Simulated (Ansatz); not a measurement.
# GaH3O: the cost of one run

Program: Ansatz 0.2.0. Level of theory: RKS B3LYP/def2-SVP. These are calculated values, not measurements.

### Step 1. The starting structure

Bond lengths: Ga1–H2 1.770 Å, Ga1–O3 1.990 Å, O3–H4 1.010 Å, Ga1–H5 1.570 Å. Angles: H2–Ga1–O3 42.6°, H2–Ga1–H5 157.4°, O3–Ga1–H5 160.0°, Ga1–O3–H4 105.4°.

Structure file:

```xyz
5

Ga    0.0000    0.0000    0.0000
H     1.0752    0.0000    1.4060
O     1.9596    0.0000    0.3462
H     2.2595   -0.9519    0.1913
H    -1.3596    0.0000   -0.7850
```

### Step 2. Pulling towards end A

Springs on the bonds that form and break draw the guess towards this end; the thresholds are loose.

input.yaml reads:

```yaml
crystal:
  periodic: [false, false, false]
  atoms:
    - { symbol: Ga, position_ang: [0.0, 0.0, 0.0] }
    - { symbol: H, position_ang: [1.0752, 0.0, 1.406] }
    - { symbol: O, position_ang: [1.9596, 0.0, 0.3462] }
    - { symbol: H, position_ang: [2.2595, -0.9519, 0.1913] }
    - { symbol: H, position_ang: [-1.3596, 0.0, -0.785] }
basis:
  gaussian: { orbitals: def2-SVP }
hamiltonian:
  xc: b3lyp
relax:
  f_tol: 0.15
  max_steps: 25
  restrain:
    - { distance: [1, 2], at: 2.21, k: 30.0 }
    - { distance: [0, 1], at: 1.57, k: 30.0 }
    - { distance: [0, 2], at: 1.79, k: 30.0 }
```

Started as:

```console
ansatz run input.yaml --threads 1 --pin off --max-ram 2048MiB --backend cpu --events-out ev --progress --plain --runs-dir out
```

What time and memory should one allow on 1 thread of Arm Neoverse N1, shared host?

About 24 s, with a peak of 0.11 GiB.
